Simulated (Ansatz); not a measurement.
**CH₇FOSi₂: a ladder of functionals and wavefunction methods**

How much do the methods differ for CH₇FOSi₂? The plan is to run it at one geometry with functionals of several rungs and with coupled cluster. The yardstick is the atomisation energy at the CCSD(T) limit.

Program: Ansatz 0.2.0, Gaussian basis. Level of theory: functionals in def2-TZVPP, the program's frozen cores in correlated methods. These are calculated values, not measurements.

Plan: PBE-D4, r2SCAN-D4, PBE0-D4, B3LYP-D4, ωB97X-V, ωB97M-V, B2PLYP; CCSD(T)/def2-TZVPP; MP2/def2-QZVPP; extrapolation to the limit.

**1. Structure used throughout**

The geometry comes from an earlier relaxation with PBE0-D4 in a triple-zeta def2 set; it is a stationary point, not always the lowest conformer.

SMILES `FC([SiH3])O[SiH3]`, 12 atoms, charge 0, spin multiplicity 1.

Atoms are counted from 1 here; the program's logs count them from 0.

Bond lengths: F1–C2 1.395 Å, C2–Si3 1.913 Å, C2–O4 1.380 Å, C2–H6 1.100 Å, Si3–H7 1.485 Å, Si3–H8 1.485 Å, Si3–H9 1.482 Å, O4–Si5 1.663 Å, Si5–H10 1.482 Å, Si5–H11 1.480 Å, Si5–H12 1.488 Å. Angles: F1–C2–Si3 109.0°, F1–C2–O4 109.5°, F1–C2–H6 105.2°, Si3–C2–O4 109.3°, Si3–C2–H6 113.1°, O4–C2–H6 110.7°, C2–Si3–H7 108.3°, C2–Si3–H8 108.8°, C2–Si3–H9 108.5°, H7–Si3–H8 109.8°, H7–Si3–H9 110.7°, H8–Si3–H9 110.7°, C2–O4–Si5 123.6°, O4–Si5–H10 111.6°, O4–Si5–H11 105.6°, O4–Si5–H12 108.8°, H10–Si5–H11 110.1°, H10–Si5–H12 109.6° and more.

Coordinates:

```
atom    x (Å)    y (Å)    z (Å)
  F1  -1.6046   0.3116   0.5432
  C2  -0.5383  -0.3003  -0.1155
 Si3  -0.2962  -2.0603   0.5946
  O4   0.6109   0.4360   0.0866
 Si5   0.8024   2.0048  -0.4297
  H6  -0.8183  -0.2989  -1.1797
  H7   0.8048  -2.7173  -0.1540
  H8  -1.5543  -2.8276   0.4142
  H9   0.0454  -1.9441   2.0322
 H10   0.1753   2.9671   0.5071
 H11   2.2642   2.2294  -0.4883
 H12   0.1858   2.1445  -1.7768
```

**2. PBE-D4 (GGA)**

in.yaml reads:

```yaml
crystal:
  periodic: [false, false, false]
  atoms:
    - {symbol: F, position_ang: [-1.604584, 0.311581, 0.543238]}
    - {symbol: C, position_ang: [-0.538336, -0.300302, -0.115466]}
    - {symbol: Si, position_ang: [-0.296210, -2.060349, 0.594572]}
    - {symbol: O, position_ang: [0.610851, 0.436038, 0.086597]}
    - {symbol: Si, position_ang: [0.802417, 2.004751, -0.429670]}
    - {symbol: H, position_ang: [-0.818292, -0.298926, -1.179715]}
    - {symbol: H, position_ang: [0.804781, -2.717265, -0.154050]}
    - {symbol: H, position_ang: [-1.554324, -2.827593, 0.414203]}
    - {symbol: H, position_ang: [0.045369, -1.944129, 2.032170]}
    - {symbol: H, position_ang: [0.175291, 2.967100, 0.507116]}
    - {symbol: H, position_ang: [2.264158, 2.229419, -0.488289]}
    - {symbol: H, position_ang: [0.185779, 2.144476, -1.776809]}
basis:
  gaussian: {orbitals: def2-TZVPP}
hamiltonian: {xc: pbe, dispersion: d4}
output: {forces: true, orbitals: {seedname: orbitals}}
```

Command:

```sh
ansatz run in.yaml --threads 4 --pin off --events-out ev --progress --plain --max-ram 10444MiB
```

Further steps of the session: r2SCAN-D4 (meta-GGA); PBE0-D4 (hybrid); B3LYP-D4 (hybrid); ωB97X-V (range-separated); ωB97M-V (range-separated); B2PLYP (double hybrid); CCSD(T) in def2-TZVPP; MP2 in def2-QZVPP.

Q: Predict the results of all the runs planned. Wanted: atomisation energy, CCSD(T)/CBS; farthest; mean size of error, hybrid; mean size of error, range-separated; gap, smallest and largest; T1 diagnostic; triples share of the correlation energy.

As calculated:

| quantity | value |
| --- | --- |
| atomisation energy, CCSD(T)/CBS | 4034.4 kJ/mol |
| functionals within 20.2 kJ/mol (0.5 %) | PBE-D4, r2SCAN-D4, B3LYP-D4, ωB97M-V |
| farthest | B2PLYP (-59.0 kJ/mol) |
| mean size of error, hybrid | 33.3 kJ/mol |
| mean size of error, range-separated | 11.6 kJ/mol |
| gap, smallest and largest | 5.96 eV (PBE-D4), 12.75 eV (ωB97X-V) |
| T1 diagnostic | 0.0125 |
| triples share of the correlation energy | 3.3 % |

In words: PBE-D4 is off by +9.1 kJ/mol. Double hybrids carry the basis error of their MP2 part in triple zeta, and no dispersion term here, so their miss is partly the set-up's. The reference freezes the cores and leaves out relativity and excitations past (T), so misses under about 20.2 kJ/mol can't be ranked. Hartree-Fock recovers 73 % of the binding; the rest is correlation. Orbital gaps span 6.0 to 12.7 eV; exact exchange widens them.
